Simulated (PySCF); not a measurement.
# How the numerical set-up moves the result for KRb

The method stays; parts of the set-up, such as the basis or the Hamiltonian, are changed.

The runs use PySCF 2.14.0; each script names its method and basis.

3 further runs of the same task are left out: 3 that didn't finish.

## 1. The system as given

KRb: 2 atoms, charge 0, spin multiplicity 1.

No contacts short enough for the rule that draws bonds.

## 2. Base script

File input.py:

```python
from pyscf import gto, scf, mp

mol = gto.M(
    atom='K 0 0 0; Rb 0 0 4.005',
    basis='sto-3g',
    charge=0,
    spin=0,
    verbose=4,
)
mf = scf.RHF(mol)
mf.kernel()
mp.MP2(mf, frozen=14).kernel()
mf.dip_moment()
print('orbital energies (hartree):', mf.mo_energy[..., max(0, mol.nelec[1]-3):mol.nelec[0]+3].round(4))
```

Started as:

```bash
$ OMP_NUM_THREADS=1 python input.py
```

Its log is not repeated here.

It gives: E(SCF) = -3500.713524 Eh, 7 cycles, E(MP2) − E(SCF) = -0.04674 Eh, μ = 9.31 D (of the SCF density).

No relativity is included for the heavy element. The bond length is a typed value, not an optimised one.

## 3. Cartesian functions on

Run 1 changes Cartesian functions: off → on.

File input.py:

```python
from pyscf import gto, scf, mp

mol = gto.M(
    atom='K 0 0 0; Rb 0 0 4.005',
    basis='sto-3g',
    charge=0,
    spin=0,
    cart=True,
    verbose=4,
)
mf = scf.RHF(mol)
mf.kernel()
mp.MP2(mf, frozen=14).kernel()
mf.dip_moment()
print('orbital energies (hartree):', mf.mo_energy[..., max(0, mol.nelec[1]-3):mol.nelec[0]+3].round(4))
```

Started as:

```bash
$ OMP_NUM_THREADS=1 python input.py
```

## 4. Crenbl (core potential on)

Run 2 changes basis set: sto-3g → crenbl; core potential: off → on; frozen orbitals: 14 → none. The core potential changes with it: totals don't compare.

input.py: that of step 2 with these lines changed.

```diff
@@ -4,3 +4,4 @@
     atom='K 0 0 0; Rb 0 0 4.005',
-    basis='sto-3g',
+    basis='crenbl',
+    ecp={'K': 'crenbl', 'Rb': 'crenbl'},
     charge=0,
@@ -11,3 +12,3 @@
 mf.kernel()
-mp.MP2(mf, frozen=14).kernel()
+mp.MP2(mf).kernel()
 mf.dip_moment()
```

## 5. Sbkjc (core potential on)

Run 3 changes basis set: sto-3g → sbkjc; core potential: off → on; frozen orbitals: 14 → none. The core potential changes with it: totals don't compare.

input.py: that of step 2 with these lines changed.

```diff
@@ -4,3 +4,4 @@
     atom='K 0 0 0; Rb 0 0 4.005',
-    basis='sto-3g',
+    basis='sbkjc',
+    ecp={'K': 'sbkjc', 'Rb': 'sbkjc'},
     charge=0,
@@ -11,3 +12,3 @@
 mf.kernel()
-mp.MP2(mf, frozen=14).kernel()
+mp.MP2(mf).kernel()
 mf.dip_moment()
```

Q: Predict the outcome of this session. Wanted: for each run, E(SCF); from base; gap; SCF dipole; after the SCF.

**Answer**, as computed:

```tsv
run	E(SCF) (hartree)	from base (eV)	cycles	gap (eV)	SCF dipole (D)	functions	after the SCF
base	-3500.713524	0	7	5.84	9.31	35	MP2 correlation -1.272 eV, core frozen
Cartesian functions on	-3501.921586	-32.8730	8	5.82	9.14	36	MP2 correlation -1.273 eV, core frozen
crenbl (core potential on)	-51.683245	not comparable	8	3.52	1.16	37	MP2 correlation -1.883 eV
sbkjc (core potential on)	-0.278016	not comparable	7	3.46	0.33	16	MP2 correlation -0.302 eV
```

**Reading.** Total energies from different bases, Hamiltonians or methods carry different errors, so properties are taken as differences within one set-up.
